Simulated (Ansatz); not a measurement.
**C₂F₄O: basis-set convergence**

An exercise on one series of results from a longer session: the logs are not shown, and one member is left open.

Computed with Ansatz 0.2.0, Gaussian basis. Level: one geometry, several basis sets.

Plan: PBE0-D4/def2-SVP; ωB97M-V/def2-SVP; PBE0-D4/def2-QZVPP; ωB97M-V/def2-QZVPP; the functionals' def2-TZVPP values are taken from earlier runs.

### The geometry

An earlier PBE0-D4 in a triple-zeta def2 set relaxation fixed the geometry.

SMILES `O=C(F)C(F)(F)F`, 7 atoms, charge 0, spin multiplicity 1.

Atoms are counted from 1 here; the program's logs count them from 0.

Bond lengths: O1–C2 1.172 Å, C2–F3 1.326 Å, C2–C4 1.542 Å, C4–F5 1.330 Å, C4–F6 1.330 Å, C4–F7 1.318 Å. Angles: O1–C2–F3 124.0°, O1–C2–C4 126.4°, F3–C2–C4 109.5°, C2–C4–F5 109.8°, C2–C4–F6 109.8°, C2–C4–F7 110.2°, F5–C4–F6 108.7°, F5–C4–F7 109.1°, F6–C4–F7 109.1°.

Set-up of the first run:

in.yaml

```yaml
crystal:
  periodic: [false, false, false]
  atoms:
    - {symbol: O, position_ang: [1.064515, -1.394638, 0.698830]}
    - {symbol: C, position_ang: [0.090889, -0.797802, 0.435274]}
    - {symbol: F, position_ang: [-1.133672, -1.202290, 0.743061]}
    - {symbol: C, position_ang: [0.016717, 0.551853, -0.306547]}
    - {symbol: F, position_ang: [-0.698235, 0.415949, -1.419327]}
    - {symbol: F, position_ang: [-0.568649, 1.460376, 0.467953]}
    - {symbol: F, position_ang: [1.228435, 0.966552, -0.619244]}
basis:
  gaussian: {orbitals: def2-SVP}
hamiltonian: {xc: pbe0, dispersion: d4}
output: {orbitals: {seedname: orbitals}}
```

Run with:

```sh
$ ansatz run in.yaml --threads 4 --pin off --events-out ev --progress --plain --max-ram 10444MiB
```

Among the steps run: PBE0-D4 in def2-SVP; ωB97M-V in def2-SVP; PBE0-D4 in def2-QZVPP; ωB97M-V in def2-QZVPP.

One of the session's tables, all rows but one given; the rest of the session is left out.

It belongs to the step «Density functionals: the series». 

| functional | basis | HOMO (eV) |
| --- | --- | --- |
| PBE0-D4 | def2-SVP | -9.95 |
| PBE0-D4 | def2-TZVPP | -10.10 |
| PBE0-D4 | def2-QZVPP | -10.14 |
| ωB97M-V | def2-SVP | -12.35 |
| ωB97M-V | def2-TZVPP | -12.53 |
| ωB97M-V | def2-QZVPP | ? |

Q: Estimate the row for ωB97M-V, def2-QZVPP from the others.

As computed: HOMO (eV): -12.57. In the column «HOMO (eV)» it is the lowest.
